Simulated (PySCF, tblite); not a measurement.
# C₄H₇BF₂O₂: geometry, infrared bands and NMR shifts

Aim: predict the infrared bands and NMR shifts of C₄H₇BF₂O₂ (`FC(F)[C@H]1CCOBO1`).

Computed with tblite 0.8.0 and PySCF 2.14.0, with density-fitted response routines of our own, on a single molecule in the gas phase. Atoms count from 0, in the outputs and in this text.

### Step 1. The starting structure

16 atoms, charge 0, multiplicity 1; geometry from: force field or distance geometry start.

Bonds of the start (Å): F0–C1 1.39, C1–F2 1.37, C1–C3 1.54, C3–C4 1.56, C4–C5 1.54, C5–O6 1.42, O6–B7 1.47, B7–O8 1.48, O8–C3 1.41, C1–H9 1.10, C3–H10 1.12, C4–H11 1.12, C4–H12 1.11, C5–H13 1.12, C5–H14 1.11, B7–H15 1.19.

### Step 2. Optimising the geometry with GFN2-xTB

The job: settings as JSON, then the geometry in Å.

```
{"job": {"kind": "relax", "xc": "GFN2-xTB", "basis": "xTB"}, "charge": 0, "multiplicity": 1}
F     -2.207300    -1.736000     0.411000
C     -2.010900    -0.567700    -0.321500
F     -3.058100     0.284000    -0.089000
C     -0.700200     0.104300     0.115400
C      0.503200    -0.855900    -0.118600
C      1.813100    -0.111400     0.204300
O      1.936200     1.112100    -0.507500
B      0.744800     1.918800    -0.202300
O     -0.548800     1.313700    -0.586000
H     -1.971600    -0.822400    -1.389500
H     -0.788500     0.298500     1.217500
H      0.522200    -1.170600    -1.191200
H      0.416000    -1.758800     0.522500
H      1.903800     0.061700     1.303400
H      2.667400    -0.754800    -0.074400
H      0.771100     2.693400     0.694600
```

On the command line:

```sh
$ OMP_NUM_THREADS=1 python probes_run.py task.json out
```

One launch serves the whole session: the jobs run in the order shown.

**Question.** This job is followed by: GFN2-xTB harmonic vibrations, gas phase; GIAO PBE0/pcSseg-1 NMR shielding, non-relativistic, gas phase. What will the session give for the following? strongest single infrared mode (GFN2-xTB); zero-point energy (GFN2-xTB); 13C shifts against TMS (PBE0/pcSseg-1); 1H shifts against TMS (PBE0/pcSseg-1); 19F shifts against CFCl3 (PBE0/pcSseg-1); 17O shifts against H2O (PBE0/pcSseg-1); 11B shifts against BF3·OEt2 (PBE0/pcSseg-1).

**Answer**, as computed:

| quantity | value |
| --- | --- |
| strongest single infrared mode (GFN2-xTB) | 1240 cm⁻¹, 236 km/mol |
| zero-point energy (GFN2-xTB) | 72.9 kcal/mol |
| 13C shifts against TMS (PBE0/pcSseg-1) | 125.0, 75.8, 64.1, 31.7 ppm |
| 1H shifts against TMS (PBE0/pcSseg-1) | 5.90, 4.38, 4.31, 4.26, 4.01, 2.01, 1.69 ppm |
| 19F shifts against CFCl3 (PBE0/pcSseg-1) | -138.3, -149.7 ppm |
| 17O shifts against H2O (PBE0/pcSseg-1) | 135.5, 130.4 ppm |
| 11B shifts against BF3·OEt2 (PBE0/pcSseg-1) | 23.0 ppm |

Relaxing lowered the energy by 1.838 eV in 78 steps; the close pair that moved most is O6–B7, from 1.471 to 1.345 Å. All 42 modes are real, so the xTB geometry is a minimum. The strongest single mode, at 1240 cm⁻¹, is spread over many atoms; the largest shares are those of B7, H12. GFN2-xTB is a fitted tight-binding method: band positions and strengths are rough. Its intensities can rank the bands wrongly. H9 (hydrogen on an sp3 CH bonded to 2 F) lies farthest downfield among hydrogen, at 5.90 ppm; its carbon carries F, hence the downfield position. At PBE0/pcSseg-1: The widest tensor belongs to O6: span 271 ppm, with a paramagnetic part of -187 ppm.
